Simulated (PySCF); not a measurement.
**CH4BF2Ga (SMILES FB[CH2][GaH][F]) at 6 levels**

Wanted: a comparison of 6 runs (HF/3-21G, B3LYP/6-31G*, M06-2X/6-31G**, PBE0/def2-SVP, B3LYP/def2-TZVP) of CH4BF2Ga. 

The calculation is run with PySCF 2.14.0.

## (1) The structure to begin with

CH4BF2Ga has 9 atoms, charge 0, and is taken as a singlet. As SMILES, `FB[CH2][GaH][F]`. The shape comes from GFN2-xTB, which is rough for such elements, and wasn't checked as a minimum. This is one conformer, not always the lowest.

Bond lengths: F1–B2 1.352 Å, B2–C3 1.540 Å, C3–Ga4 2.069 Å, Ga4–F5 1.760 Å, B2–H6 1.169 Å, C3–H7 1.087 Å, C3–H8 1.096 Å, Ga4–H9 1.546 Å. Some angles: F1–B2–C3 112.0°, B2–C3–Ga4 95.8°, C3–Ga4–F5 116.4°, F1–B2–H6 116.6°, C3–B2–H6 131.1°, B2–C3–H7 119.1°, B2–C3–H8 112.8°, Ga4–C3–H7 120.9°, Ga4–C3–H8 97.5°, C3–Ga4–H9 134.2°.

## (2) Energy and gradient at HF/3-21G (run 1)

Contents of input.py:

```python
import pyscf.grad
from pyscf import gto

mol = gto.M(
    atom=[
    ('F', (0.804500, 1.567650, -0.025210)),
    ('B', (1.318810, 0.361420, 0.305560)),
    ('C', (0.450950, -0.798950, -0.216100)),
    ('Ga', (-1.363780, 0.148840, 0.080630)),
    ('F', (-2.625160, -0.192260, -1.097830)),
    ('H', (2.257200, 0.365690, 1.003050)),
    ('H', (0.625770, -1.802400, 0.163970)),
    ('H', (0.413410, -0.842120, -1.310930)),
    ('H', (-1.881710, 1.192140, 1.096850)),
],
    basis='3-21g',
    max_memory=1860,
    verbose=4,
)

mf = mol.RHF()
mf.conv_tol = 1e-10
mf.kernel()
if not mf.converged:
    mf = mf.newton().run(mf.mo_coeff, mf.mo_occ)

energy = mf.e_tot
print('E = %.10f Eh' % energy)
grad = mf.Gradients().kernel()
mf.analyze()
```

Started as:

```console
$ OMP_NUM_THREADS=1 python input.py
```

The log of the run:

```text
PySCF version 2.14.0

[... 65 lines left out ...]
converged SCF energy = -2176.29919920343
[... 23 lines left out ...]
MO #3   energy= -42.2625060425492  occ= 2
[... 8 lines left out ...]
MO #12  energy= -4.45566878313131  occ= 2
[... 8 lines left out ...]
MO #21  energy= -0.957101472843127 occ= 2
[... 8 lines left out ...]
MO #30  energy= -0.513730026448777 occ= 2
[... 8 lines left out ...]
MO #39  energy= 0.280803452613525  occ= 0
[... 8 lines left out ...]
MO #48  energy= 0.668397438338222  occ= 0
[... 8 lines left out ...]
MO #57  energy= 1.423388894481     occ= 0
[... 8 lines left out ...]
MO #66  energy= 3.99244885836808   occ= 0
[... 78 lines left out ...]
Dipole moment(X, Y, Z, Debye):  2.31295, -1.08275,  1.42785
```

Run time: 8.4 s. Hardware: 1 thread of Intel Xeon at 2.50GHz (Skylake/Cascade Lake), shared host; peak memory 0.14 GiB.

## (3) Energy and forces at B3LYP/6-31G(d) (spherical functions) (run 2)

Contents of input.py:

```python
from pyscf import gto, dft

mol = gto.M(
    atom='''
F      0.804500     1.567650    -0.025210
B      1.318810     0.361420     0.305560
C      0.450950    -0.798950    -0.216100
Ga    -1.363780     0.148840     0.080630
F     -2.625160    -0.192260    -1.097830
H      2.257200     0.365690     1.003050
H      0.625770    -1.802400     0.163970
H      0.413410    -0.842120    -1.310930
H     -1.881710     1.192140     1.096850
''',
    spin=0,
    verbose=4,
    basis='6-31g*',
    charge=0,
    max_memory=1860,
)

myscf = dft.RKS(mol, xc='b3lyp')
myscf.grids.level = 5
myscf.conv_tol = 1e-10
myscf.kernel()
if not myscf.converged:
    myscf = myscf.newton().run(myscf.mo_coeff, myscf.mo_occ)

e_tot = myscf.e_tot
print('Final energy', e_tot)
grad = myscf.nuc_grad_method().kernel()
myscf.analyze()
```

Started as:

```console
$ OMP_NUM_THREADS=1 python input.py
```

The log of the run:

```text
PySCF version 2.14.0

[... 108 lines left out ...]
MO #5   energy= -40.7190378144715  occ= 2
[... 12 lines left out ...]
MO #18  energy= -0.853973357887862 occ= 2
[... 12 lines left out ...]
MO #31  energy= -0.340896499768802 occ= 2
[... 12 lines left out ...]
MO #44  energy= 0.231032166945665  occ= 0
[... 12 lines left out ...]
MO #57  energy= 0.747613687256969  occ= 0
[... 12 lines left out ...]
MO #70  energy= 1.38841348271736   occ= 0
[... 12 lines left out ...]
MO #83  energy= 2.01365277480221   occ= 0
[... 12 lines left out ...]
MO #96  energy= 3.21287583673432   occ= 0
[... 108 lines left out ...]
Dipole moment(X, Y, Z, Debye):  2.12215, -0.78039,  1.06323
```

Wall time 96 s (1 thread of Intel Xeon at 2.50GHz (Skylake/Cascade Lake), shared host); peak memory 0.95 GiB.

Runs 3 to 5 aren't shown in full; the table further down has their settings and results.

## (4) Energy and forces at B3LYP/def2-TZVP (run 6)

Contents of job.py:

```python
from pyscf import gto, dft

system = gto.Mole()
system.atom = [
    ('F', (0.804500, 1.567650, -0.025210)),
    ('B', (1.318810, 0.361420, 0.305560)),
    ('C', (0.450950, -0.798950, -0.216100)),
    ('Ga', (-1.363780, 0.148840, 0.080630)),
    ('F', (-2.625160, -0.192260, -1.097830)),
    ('H', (2.257200, 0.365690, 1.003050)),
    ('H', (0.625770, -1.802400, 0.163970)),
    ('H', (0.413410, -0.842120, -1.310930)),
    ('H', (-1.881710, 1.192140, 1.096850)),
]
system.basis = 'def2-tzvp'
system.verbose = 4
system.max_memory = 1860
system.build()

mf = dft.RKS(system, xc='b3lyp')
mf.conv_tol = 1e-10
mf.grids.level = 5
mf.kernel()
if not mf.converged:
    mf = mf.newton().run(mf.mo_coeff, mf.mo_occ)

e_final = mf.e_tot
print('E(%s) = %.9f' % ('B3LYP', e_final))
grad = mf.nuc_grad_method().kernel()
mf.analyze()
```

Started as:

```console
$ OMP_NUM_THREADS=1 python job.py
```

The log of the run:

```text
PySCF version 2.14.0

[... 107 lines left out ...]
MO #4   energy= -40.686181844687   occ= 2
[... 23 lines left out ...]
MO #28  energy= -0.385182723106113 occ= 2
[... 23 lines left out ...]
MO #52  energy= 0.28606280670726   occ= 0
[... 23 lines left out ...]
MO #76  energy= 0.823321885675426  occ= 0
[... 23 lines left out ...]
MO #100 energy= 1.59731085475093   occ= 0
[... 23 lines left out ...]
MO #124 energy= 2.32096778285594   occ= 0
[... 23 lines left out ...]
MO #148 energy= 3.31078580639711   occ= 0
[... 23 lines left out ...]
MO #172 energy= 6.91234711726795   occ= 0
[... 23 lines left out ...]
MO #196 energy= 57.0997088457122   occ= 0
[... 208 lines left out ...]
Dipole moment(X, Y, Z, Debye):  2.14848, -0.92255,  1.24952
```

It took 5.2 min on 1 thread of Intel Xeon at 2.50GHz (Skylake/Cascade Lake), shared host; peak memory 3 GiB.

## (5) All runs side by side

```
run                                 level  integration grid  Cartesian functions   energy (Eh)  dipole moment (D)  HOMO energy (eV)  LUMO energy (eV)  wall time
  1                              HF/3-21G                 –                   no  -2176.299199               2.93            -11.02              1.94      8.4 s
  2    B3LYP/6-31G* (spherical functions)                 5                   no  -2189.754126               2.50             -7.84             -1.16       96 s
  3    B3LYP/6-31G* (Cartesian functions)                 5                  yes  -2189.763068               2.48             -7.83             -1.14       89 s
  4  M06-2X/6-31G** (spherical functions)                 5                   no  -2189.600680               2.56             -9.27             -0.45    2.2 min
  5                         PBE0/def2-SVP                 5                   no  -2189.010440               2.51             -8.26             -1.06       84 s
  6                       B3LYP/def2-TZVP                 5                   no  -2190.166266               2.65             -8.11             -1.46    5.2 min
```

## (6) What came out

| quantity | value |
| --- | --- |
| run 6: total energy | -2190.16627 Eh |
| run 6: dipole moment | 2.65 D |
| run 6: HOMO energy | -8.11 eV |
| run 6: LUMO energy | -1.46 eV |
| run 6: HOMO–LUMO gap | 6.65 eV |
| run 6: largest force on an atom | 0.937 eV/Å |

What this shows: The dipole moment (its size) runs from 2.48 D (B3LYP/6-31G*) to 2.93 D (HF/3-21G). The two ends differ in method and basis. The HOMO–LUMO gap runs from 6.65 eV (B3LYP/def2-TZVP) to 12.97 eV (HF/3-21G). Totals of different functionals can't be ranked against each other. All runs together took 12 min, the longest 5.2 min.
